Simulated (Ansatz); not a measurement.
# BF2H4N: the cost of one run

All numbers below are computed with Ansatz 0.2.0 (RKS PBE0-D4/def2-SVP).

## 1. The starting structure

Bond lengths: N2–H3 1.060 Å, N2–H4 1.060 Å, B1–F5 1.320 Å, B1–H6 1.190 Å, B1–F7 1.620 Å, N2–H8 1.148 Å. Angles: H3–N2–H4 120.0°, H3–N2–H8 107.5°, H4–N2–H8 91.6°, F5–B1–H6 120.0°, F5–B1–F7 105.4°, H6–B1–F7 92.8°.

Structure file:

```xyz
8

B     0.0000    0.0000    0.0000
N     0.0000    0.0000    1.9000
H    -0.8770   -0.2713    2.4300
H     0.8770    0.2713    2.4300
F     1.1431    0.0000   -0.6600
H    -1.0305    0.0000   -0.5950
F    -0.2026    1.5239    0.5108
H    -0.1429    1.0745    1.5229
```

## 2. Pulling towards end A

Springs on the bonds that form and break draw the guess towards this end; the thresholds are loose.

File input.yaml:

```yaml
crystal:
  periodic: [false, false, false]
  atoms:
    - { symbol: B, position_ang: [0.0, 0.0, 0.0] }
    - { symbol: "N", position_ang: [0.0, 0.0, 1.9] }
    - { symbol: H, position_ang: [-0.877, -0.2713, 2.43] }
    - { symbol: H, position_ang: [0.877, 0.2713, 2.43] }
    - { symbol: F, position_ang: [1.1431, 0.0, -0.66] }
    - { symbol: H, position_ang: [-1.0305, 0.0, -0.595] }
    - { symbol: F, position_ang: [-0.2026, 1.5239, 0.5108] }
    - { symbol: H, position_ang: [-0.1429, 1.0745, 1.5229] }
basis:
  gaussian: { orbitals: def2-SVP }
hamiltonian:
  xc: pbe0
  dispersion: d4
relax:
  f_tol: 0.15
  max_steps: 25
  restrain:
    - { distance: [0, 6], at: 2.52, k: 30.0 }
    - { distance: [7, 1], at: 2.26, k: 30.0 }
    - { distance: [0, 1], at: 1.55, k: 30.0 }
    - { distance: [7, 6], at: 0.92, k: 30.0 }
output:
  orbitals: {}
```

The run is started by

```console
ansatz run input.yaml --threads 1 --pin off --max-ram 2048MiB --backend cpu --events-out ev --progress --plain --runs-dir out
```

**Question.** How long does this run take on 1 thread of Arm Neoverse V2, shared host, and how much memory does it need?

About 27 s, with a peak of 0.14 GiB.
